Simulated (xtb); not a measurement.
# C2H6ClInS (SMILES C[CH2][In]([SH])[Cl]): GFN0-xTB

What is the energy change on altering one bond length of C2H6ClInS at GFN0-xTB? 

Program for the calculation: xtb 6.7.1.

15 further runs of the same task are left out: 15 set aside as unsound or not needed.

## 1. Starting point

The species is C2H6ClInS (11 atoms), meant as a singlet with charge 0. SMILES: `C[CH2][In]([SH])[Cl]`. Geometry: a GFN2-xTB relaxation, a rough one for these elements and not checked as a minimum. This is one conformer, not always the lowest.

Bond lengths: C1–C2 1.513 Å, C2–In3 2.277 Å, In3–S4 2.441 Å, In3–Cl5 2.316 Å, C1–H6 1.091 Å, C1–H7 1.092 Å, C1–H8 1.091 Å, C2–H9 1.089 Å, C2–H10 1.089 Å, S4–H11 1.328 Å. Some angles: C1–C2–In3 112.3°, C2–In3–S4 123.6°, C2–In3–Cl5 123.0°, S4–In3–Cl5 113.4°, C1–C2–H9 112.2°, C1–C2–H10 112.3°, In3–C2–H9 105.4°, In3–C2–H10 105.1°, C2–C1–H6 111.2°, C2–C1–H7 109.9°.

## 2. Energy and gradient at GFN0-xTB

File struc.xyz:

```xyz
11

C      0.426790    -0.794610     1.201480
C      0.443210     0.653760     0.763010
In    -0.493520     0.946610    -1.292080
S     -1.242530    -0.895270    -2.708850
Cl    -0.813510     3.031920    -2.247260
H     -0.593660    -1.174930     1.267790
H      0.886790    -0.889990     2.186830
H      0.987640    -1.421910     0.507170
H      1.455910     1.046190     0.676980
H     -0.132540     1.293770     1.430250
H     -0.924580    -1.795550    -1.785330
```

Started as:

```sh
$ xtb --json --gfn 0 --grad -- struc.xyz > out.txt
```

Output:

```text
* xtb version 6.7.1
[...]
          :  # basis functions                  50          :
[...]
          :  # electrons                        30          :
[...]
 Zeroth order Hamiltonian       ...        0 min,  0.001 sec ( 13.855%)
[...]
         ::                     SUMMARY                     ::
         :::::::::::::::::::::::::::::::::::::::::::::::::::::
         :: total energy             -16.427120056765 Eh    ::
         :: gradient norm              0.023940013260 Eh/a0 ::
         :: HOMO-LUMO gap              2.901737425066 eV    ::
         ::.................................................::
         :: H0 energy                -16.498952769871 Eh    ::
         :: repulsion energy           0.128316814251 Eh    ::
         :: electrostat energy        -0.053472867054 Eh    ::
         :: -> Gsolv                   0.000000000000 Eh    ::
         ::    -> Gsasa                0.000000000000 Eh    ::
         ::    -> Gshift               0.000000000000 Eh    ::
         :: dispersion energy         -0.003011234091 Eh    ::
         :: short-range corr.          0.000000000000 Eh    ::
         :: add. restraining           0.000000000000 Eh    ::
         :: total charge              -0.000000000000 e     ::
         :::::::::::::::::::::::::::::::::::::::::::::::::::::
[...]
        15        2.0000           -0.4086364             -11.1196 (HOMO)
        16                         -0.3019995              -8.2178 (LUMO)
[...]
     #   Z          covCN         q      C6AA      α(0)
     1   6          3.778    -0.316    30.324     7.941
     2   6          3.657    -0.286    29.814     7.924
     3  49          2.503     0.362   282.220    31.930
     4  16          1.777    -0.136   144.144    20.243
     5  17          0.786    -0.283   105.991    15.736
     6   1          0.924     0.116     1.642     2.004
     7   1          0.924     0.123     1.586     1.970
     8   1          0.924     0.116     1.647     2.007
     9   1          0.925     0.120     1.610     1.984
    10   1          0.925     0.121     1.602     1.979
    11   1          0.923     0.061     2.184     2.311
[...]
          | TOTAL ENERGY              -16.427120056765 Eh   |
          | GRADIENT NORM               0.023940013260 Eh/α |
          | HOMO-LUMO GAP               2.901737425066 eV   |
           -------------------------------------------------
[...]
```

Standard error:

```text
normal termination of xtb
```

Run time: 0.034 s. Hardware: 1 thread of Arm Neoverse N1, shared host.

## 3. The distorted shape at the same level

File .CHRG:

```
0
```

File .UHF:

```
0
```

File mol.xyz:

```xyz
11

C      0.28879    -0.76600     0.90587
C      0.30521     0.68238     0.46740
In    -0.63152     0.97522    -1.58769
S     -1.38053    -0.86666    -3.00446
Cl    -0.95151     3.06054    -2.54287
H     -0.73166    -1.14632     0.97218
H      0.88679    -0.88999     2.18683
H      0.84964    -1.39330     0.21156
H      1.31791     1.07480     0.38137
H     -0.27054     1.32238     1.13464
H     -1.06258    -1.76694    -2.08094
```

Started as:

```sh
$ xtb mol.xyz --grad --gfn 0 > mol.out 2> xtb.err
```

Output:

```text
* xtb version 6.7.1
[...]
          :  # basis functions                  50          :
[...]
          :  # electrons                        30          :
[...]
 Zeroth order Hamiltonian       ...        0 min,  0.001 sec ( 13.589%)
[...]
         ::                     SUMMARY                     ::
         :::::::::::::::::::::::::::::::::::::::::::::::::::::
         :: total energy             -16.395284086823 Eh    ::
         :: gradient norm              0.090682721380 Eh/a0 ::
         :: HOMO-LUMO gap              2.867592754791 eV    ::
         ::.................................................::
         :: H0 energy                -16.449168581974 Eh    ::
         :: repulsion energy           0.110915178041 Eh    ::
         :: electrostat energy        -0.053901080765 Eh    ::
         :: -> Gsolv                   0.000000000000 Eh    ::
         ::    -> Gsasa                0.000000000000 Eh    ::
         ::    -> Gshift               0.000000000000 Eh    ::
         :: dispersion energy         -0.003129602124 Eh    ::
         :: short-range corr.          0.000000000000 Eh    ::
         :: add. restraining           0.000000000000 Eh    ::
         :: total charge               0.000000000000 e     ::
         :::::::::::::::::::::::::::::::::::::::::::::::::::::
[...]
        15        2.0000           -0.4101617             -11.1611 (HOMO)
        16                         -0.3047796              -8.2935 (LUMO)
[...]
     #   Z          covCN         q      C6AA      α(0)
     1   6          3.339    -0.313    35.793     9.463
     2   6          3.657    -0.270    29.402     7.869
     3  49          2.503     0.361   282.284    31.934
     4  16          1.777    -0.135   144.105    20.241
     5  17          0.786    -0.282   105.960    15.734
     6   1          0.924     0.127     1.562     1.954
     7   1          0.486     0.086     3.056     3.008
     8   1          0.924     0.126     1.566     1.957
     9   1          0.925     0.119     1.620     1.990
    10   1          0.925     0.120     1.612     1.985
    11   1          0.923     0.061     2.186     2.312
[...]
          | TOTAL ENERGY              -16.395284086823 Eh   |
          | GRADIENT NORM               0.090682721380 Eh/α |
          | HOMO-LUMO GAP               2.867592754791 eV   |
           -------------------------------------------------
[...]
```

Standard error:

```text
normal termination of xtb
```

Run time: 0.034 s. Hardware: 1 thread of Arm Neoverse N1, shared host.

## 4. Summary of results

Level: GFN0-xTB.

```
                                                         quantity         value
                                        first shape: total energy  -16.42712 Eh
                                       first shape: dipole moment        5.10 D
                                         first shape: HOMO energy     -11.12 eV
                                         first shape: LUMO energy      -8.22 eV
                                       first shape: HOMO–LUMO gap       2.90 eV
                                   first shape: dispersion energy  -7.91 kJ/mol
                            first shape: largest force on an atom    0.748 eV/Å
                      first shape: mean polarisability (D4 model)    96.0 bohr³
                                    distorted shape: total energy  -16.39528 Eh
                                   distorted shape: dipole moment        3.72 D
                                     distorted shape: HOMO energy     -11.16 eV
                                     distorted shape: LUMO energy      -8.29 eV
                                   distorted shape: HOMO–LUMO gap       2.87 eV
                               distorted shape: dispersion energy  -8.22 kJ/mol
                        distorted shape: largest force on an atom    3.591 eV/Å
                  distorted shape: mean polarisability (D4 model)    98.4 bohr³
energy change with the C1–H7 bond stretched from 1.092 to 1.419 Å      0.866 eV
```

**Reading.** With the C1–H7 bond stretched from 1.092 to 1.419 Å the energy rises by 0.87 eV (83.6 kJ/mol). The first shape isn't relaxed at this level, so the change isn't measured from a minimum. The largest force (first shape) is 0.75 eV/Å: the shape isn't a stationary point for this species at this level.
